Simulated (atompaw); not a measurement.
# Ni: the cost of one run

Program: atompaw 4.2.0.5. Reference atom: PBE, scalar-relativistic, spherical and spin-unpolarised. All values are calculated.

## Step 1: The design

The settings as typed:

* element: nickel (Ni, Z = 28)
* type: PAW
* frozen core: [Ne]
* valence charge: 18
* reference configuration: 3s2 3p6 3d8 4s1.75 4p0.25
* partial waves: 3s (bound): rc 0.95 bohr; 4s (bound): rc 1.00 bohr; 3p (bound): rc 1.00 bohr; 4p (bound): rc 1.35 bohr; 3d (bound): rc 1.65 bohr; 3d channel at 0.3 Ry: rc 1.65 bohr
* local potential: bessel scheme, radius 1.25 bohr
* core correction: smooth core density matched at 1.50 bohr
* augmentation charge: besselshape compensation charge, radius 1.25 bohr; PAW radius 1.65 bohr; waves and projectors: custom rrkj gramschmidtortho

## Step 2: Generation

The input, Ni.input:

```
Ni 28
GGA-PBE scalarrelativistic loggrid 1500 logderivrange -10 5 376
4 4 3 0 0 0
4 0 1.75
4 1 0.25
3 2 8
0 0 0
c
c
v
v
c
v
v
v
2
1.65 1.25 1.25 1.50
n
n
y
0.3
n
custom rrkj gramschmidtortho besselshape
bessel
0.95
1.00
1.00
1.35
1.65
1.65
PWSCFOUT
UPFDX 0.0125d0 UPFXMIN -7.d0 UPFZMESH 28.d0
END
```

The run is started by

```sh
atompaw < Ni.input > Ni.log
```

**Question.** How long does this run take on 1 thread of AMD EPYC 9R45, shared host?

About 4.1 s.
